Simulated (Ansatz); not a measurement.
Geometry optimisation, Ansatz 0.2.0, DFT PBE, scalar-relativistic, plane waves, PAW.

The input (input.yaml):

```yaml
crystal:
  lattice:
    - [6.700544, 0.0, 0.0]
    - [0.0, 6.373, 0.0]
    - [0.0, 0.0, 18.403989]
  atoms:
    - { symbol: Sn, position: [0.0, 0.0, 0.054336] }
    - { symbol: Sn, position: [0.5, 0.25, 0.054336] }
    - { symbol: O, position: [0.0, 0.0, 0.1659269] }
    - { symbol: O, position: [0.1935, 0.25, 0.054336] }
    - { symbol: O, position: [0.5, 0.0, 0.1247857] }
    - { symbol: O, position: [0.8065, 0.25, 0.054336] }
    - { symbol: Sn, position: [0.5, 0.0, 0.2363766] }
    - { symbol: Sn, position: [0.0, 0.25, 0.2363766] }
    - { symbol: O, position: [0.5, 0.0, 0.3479674] }
    - { symbol: O, position: [0.6935, 0.25, 0.2363766] }
    - { symbol: O, position: [1.0, 0.0, 0.3068263] }
    - { symbol: O, position: [0.3065, 0.25, 0.2363766] }
    - { symbol: Sn, position: [0.0, 0.5, 0.054336] }
    - { symbol: Sn, position: [0.5, 0.75, 0.054336] }
    - { symbol: O, position: [0.0, 0.5, 0.1659269] }
    - { symbol: O, position: [0.1935, 0.75, 0.054336] }
    - { symbol: O, position: [0.5, 0.5, 0.1247857] }
    - { symbol: O, position: [0.8065, 0.75, 0.054336] }
    - { symbol: Sn, position: [0.5, 0.5, 0.2363766] }
    - { symbol: Sn, position: [0.0, 0.75, 0.2363766] }
    - { symbol: O, position: [0.5, 0.5, 0.3479674] }
    - { symbol: O, position: [0.6935, 0.75, 0.2363766] }
    - { symbol: O, position: [1.0, 0.5, 0.3068263] }
    - { symbol: O, position: [0.3065, 0.75, 0.2363766] }
    - { symbol: H, position: [0.8144802, 0.6715929, 0.365355] }
    - { symbol: H, position: [0.9075701, 0.5981063, 0.365355] }
basis:
  ecutwfc: 420.0
kpoints:
  mp_grid: { grid: [2, 2, 1] }
hamiltonian:
  xc: pbe
  pseudopotentials: { kind: paw, azcp: { folder: soft_1 } }
scf:
  occupations: { method: gaussian, width: 0.05 }
  lower_state_search: "off"
relax:
  f_tol: 0.03
  max_steps: 60
  adjacent_minimum: "off"
  constraints: [{ sites: [0, 1, 3, 4, 5, 12, 13, 15, 16, 17] }]
```

Command:

```bash
$ ansatz run input.yaml --threads 4 --pin off --max-ram 10240MiB --backend cpu --events-out ev --progress --plain --runs-dir out
```

Where does it end, and by what steps?

The run converged. Limits of this set-up: coarse k mesh, thin slab, slab without dipole correction, no dispersion correction for a molecule that may bind weakly, a typed lattice constant that wasn't relaxed here. After 16 steps the energy has fallen by 7.746 eV; H25 moved furthest, 1.63 Å. Parted: H25–H26 (0.78 → 2.17 Å). Joined: O21–H25 (2.40 → 1.00 Å), O23–H26 (1.39 → 1.03 Å).

```tsv
step	energy less start (eV)	largest force component (eV/Å)	accepted
0	0.0000	2.515	yes
1	-1.1795	1.907	yes
2	-2.3205	3.564	yes
3	-4.1494	5.234	yes
4	-6.3217	3.064	yes
5	-6.3937	5.459	yes
6	-7.1218	1.303	yes
7	-7.2524	1.093	yes
8	-7.3718	1.406	yes
9	-7.4934	1.121	yes
10	-7.6088	1.759	yes
11	-7.7008	1.135	yes
12	-7.7356	0.188	yes
13	-7.7411	0.224	yes
14	-7.7455	0.050	yes
15	-7.7463	0.036	yes
16	-7.7464	0.011	yes
```

```xyz
26
Lattice="6.7005 0.0000 0.0000 0.0000 6.3730 0.0000 0.0000 0.0000 18.4040" Properties=species:S:1:pos:R:3
Sn 0.000 0.000 1.000
Sn 3.350 1.593 1.000
O 0.118 0.018 2.991
O 1.297 1.593 1.000
O 3.350 0.000 2.297
O 5.404 1.593 1.000
Sn 3.419 -0.009 4.619
Sn 0.037 1.562 4.465
O 3.653 -0.335 6.560
O 4.683 1.587 4.221
O 6.661 -0.014 5.703
O 2.105 1.623 4.520
Sn 0.000 3.187 1.000
Sn 3.350 4.780 1.000
O 0.091 3.169 3.042
O 1.297 4.780 1.000
O 3.350 3.187 2.297
O 5.404 4.780 1.000
Sn 3.436 3.202 4.527
Sn 0.021 4.811 4.427
O 4.025 3.333 6.465
O 4.692 4.796 4.063
O 6.584 3.199 5.773
O 2.081 4.749 4.403
H 3.831 4.273 6.756
H 5.653 3.224 6.210
```

Whether the end is a true minimum wasn't checked by a vibrational analysis.

The run took 2.6 min on 4 threads of Arm Neoverse V2, with other jobs on the host, peak memory 1.9 GiB.
